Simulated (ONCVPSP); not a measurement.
# An ONCV potential for Ge, from input to tests

Aim: build the potential from the settings below, then test how well it stands in for the atom: other configurations, scattering, ghost states and the plane-wave cutoff that it needs.

Method: ONCVPSP 4.0.1.1 (patched build), LDA (Perdew-Wang 92), scalar-relativistic.

## 1. The atom and the settings

The settings as typed:

| Quantity | Value |
| --- | --- |
| element | germanium (Ge, Z = 32) |
| type | optimised norm-conserving Vanderbilt (ONCV) |
| frozen core | [Ar] |
| valence charge | 14 |
| reference configuration | 3d10 4s2 4p2 |
| partial waves | 4s: rc 1.50 bohr, ncon 4, nbas 7, qcut 5.2 1/bohr, 2 projectors, debl 2.8 Ha; 4p: rc 2.25 bohr, ncon 4, nbas 9, qcut 4.1 1/bohr, 2 projectors, debl 2.6 Ha; 3d: rc 0.75 bohr, ncon 4, nbas 9, qcut 17.2 1/bohr, 3 projectors, debl 1.4 Ha |
| local potential | polynomial inside 0.55 bohr (lpopt 1, dvloc0 1 Ha) |
| core correction | Teter function, fcfact 4.75, rcfact 1 |

An earlier all-electron run gives the scale for the radii.

All-electron outer shells of the reference configuration (LDA (PZ), scalar-relativistic, ld1.x):

```
shell  level (eV)  outermost node (bohr)  outermost maximum (bohr)
   3s     -167.73                   0.26                      0.54
   3p     -115.38                   0.23                      0.54
   3d      -29.55                      –                      0.50
   4s      -11.95                   0.77                      1.73
   4p       -4.05                   0.82                      2.19
```

## 2. Generation

File Ge.dat:

```
# ATOM AND REFERENCE CONFIGURATION
# atsym  z   nc   nv     iexc    psfile
  Ge 32.00    5    3  -001012      upf
#
#   n    l    f
    1    0    2.00
    2    0    2.00
    2    1    6.00
    3    0    2.00
    3    1    6.00
    3    2   10.00
    4    0    2.00
    4    1    2.00
#
# PSEUDOPOTENTIAL AND OPTIMIZATION
# lmax
    2
#
#   l,   rc,      ep,       ncon, nbas, qcut
    0    1.50    0.00    4    7    5.20
    1    2.25    0.00    4    9    4.10
    2    0.75    0.00    4    9   17.20
#
# LOCAL POTENTIAL
# lloc, lpopt,  rc(5),   dvloc0
    4    1    0.55    1.00
#
# VANDERBILT-KLEINMAN-BYLANDER PROJECTORs
# l, nproj, debl
    0    2    2.80
    1    2    2.60
    2    3    1.40
#
# MODEL CORE CHARGE
# icmod, fcfact, rcfact
    3    4.75    1.00
#
# LOG DERIVATIVE ANALYSIS
# epsh1, epsh2, depsh
   -3.00    5.00    0.02
#
# OUTPUT GRID
# rlmax, drl
    6.00    0.01
#
# TEST CONFIGURATIONS
# ncnf
    4
# nvcnf
#   n    l    f
    3
    3    2   10.00
    4    0    2.00
    4    1    1.00
#
    3
    3    2   10.00
    4    0    2.00
    4    1    0.00
#
    3
    3    2   10.00
    4    0    1.00
    4    1    0.00
#
    3
    3    2   10.00
    4    0    0.00
    4    1    4.00
#
```

Started as:

```sh
$ oncvpsp.x < Ge.dat > Ge.out
```

What does the calculation give? Wanted: cutoffs for 1 and 0.1 mHa per electron, occupied waves; bound ghosts; GHOST(+) flags; configuration tests; largest phase difference near zero energy, channels read; rms error of d²Exc/dn², without and with the model core.

**Answer**, as computed:

```
                                                quantity                        value
  cutoffs for 1 and 0.1 mHa per electron, occupied waves            140 Ha and 370 Ha
                                            bound ghosts              s at -130.00 eV
                                          GHOST(+) flags     s at 463 eV, d at 615 eV
                                     configuration tests  no usable energy difference
largest phase difference near zero energy, channels read                    3.141 rad
 rms error of d²Exc/dn², without and with the model core            7.41 and 4.62 mHa
```

What this shows: It has a bound ghost (s), a state that the atom doesn't have, and that rules the file out. Of the tests 4 gave no usable energy difference, which is a warning in itself. By its cutoff, 140 Ha for the looser tolerance, it is very hard. The tighter tolerance needs 370 Ha, and converged work needs a cutoff nearer that. At the looser tolerance the 3d wave is the slowest; 4s needs 9 Ha. Near zero energy the largest phase difference among the channels read is 3.14 rad, in the p channel (at the energies tabulated). A step near π is an extra or missing state, not a misfit of shape. The pseudo curves have a pole with no partner nearby in the atom's: p at -0.12 Ha. The program also flags highly localised states, GHOST(+) (s, d). All of this concerns the isolated atom, not yet a solid.
